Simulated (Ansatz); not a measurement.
# Mg5Sn, space group P-62m: a test of the smearing width

With Ansatz's Python interface.

Contents of `POSCAR`:
```text
Mg5Sn
1.0
   5.59396672    0.00000000    0.00000000
  -2.79698336    4.84451729    0.00000000
   0.00000000    0.00000000    5.03009021
Mg Sn
5 1
Direct
   0.00000000    0.33453356    0.00000000
   0.66546644    0.66546644    0.00000000
   0.33453356    0.00000000    0.00000000
   0.66666667    0.33333333    0.50000000
   0.33333333    0.66666667    0.50000000
   0.00000000    0.00000000    0.50000000
```

The cells in order, each with its output:

In [1]:
```python
import csv
import warnings

import ansatz as az
from ase.io import read

warnings.simplefilter("ignore", az.DeckWarning)
```

In [2]:
```python
atoms = read("POSCAR", format="vasp")
mg5sn = az.Crystal.from_ase(atoms)
```

In [3]:
```python
[site.symbol for site in mg5sn.resolved().sites]
```
Out [3]:
```text
['Mg', 'Mg', 'Mg', 'Mg', 'Mg', 'Sn']
```

In [4]:
```python
calculation = (
    mg5sn.calculation()
    .functional("lda")
    .pseudopotentials("paw")
    .basis(35 * az.Ry)
    .kpoints(density=3.8)
    .forces()
    .stress()
)
```

In [5]:
```python
rows = []
for value in [0.5, 0.3, 0.2, 0.1]:
    data = calculation.occupations("cold", width=value).run().report
    rows.append((value, data["free_energy_ev"] / len(data["lattice"]["sites"]), data["n_iterations"], sum(data["stress_gpa"][i][i] for i in range(3)) / 3, max(abs(f) for row in data["forces_ev_ang"] for f in row), data["n_kpoints"]))

with open("smear.csv", "w", newline="") as handle:
    writer = csv.writer(handle)
    writer.writerow(["width (eV)", "F/atom (eV)", "iterations", "P (GPa)", "max component (eV/A)", "k-points"])
    writer.writerows([round(v, 5) if isinstance(v, float) else v for v in row] for row in rows)
```

In [6]:
```python
# the last row is the reference
for row in rows[:-1]:
    shift = 1000 * (row[1] - rows[-1][1])
    print(f"{row[0]}: {shift:+.2f} meV/atom" + ("  (within 1 meV)" if abs(shift) < 1 else ""))
```
```text
0.5: -4.57 meV/atom
0.3: -1.36 meV/atom
0.2: -0.34 meV/atom  (within 1 meV)
```

It writes `smear.csv`:
```csv
width (eV),F/atom (eV),iterations,P (GPa),max component (eV/A),k-points
0.5,-2564.65021,7,-1.58056,0.01973,15
0.3,-2564.647,6,-1.538,0.03821,15
0.2,-2564.64598,7,-1.52287,0.05116,15
0.1,-2564.64564,6,-1.49049,0.04298,15
```

Going from 0.1 to 0.5 eV changes F by -4.6 meV an atom. This scheme is built to cancel the term in the square of the width, so the shifts stay small and are partly the mesh's error. The pressure moves from -1.49 to -1.58 GPa.

Caveats:
- For a metal this k-point mesh is coarse: on a finer one energies can move by several to tens of meV an atom and pressures by half a GPa or more, differences at one mesh by less.
- The narrowest width needs the finest mesh, so the last row is no converged reference.
- Pressure is positive in compression.
- The structure comes from a database of computed cells and needn't be a stable or known phase.
- It ran for 27 s on 1 thread of Arm Neoverse V1, on a shared host, peak memory 0.47 GiB.
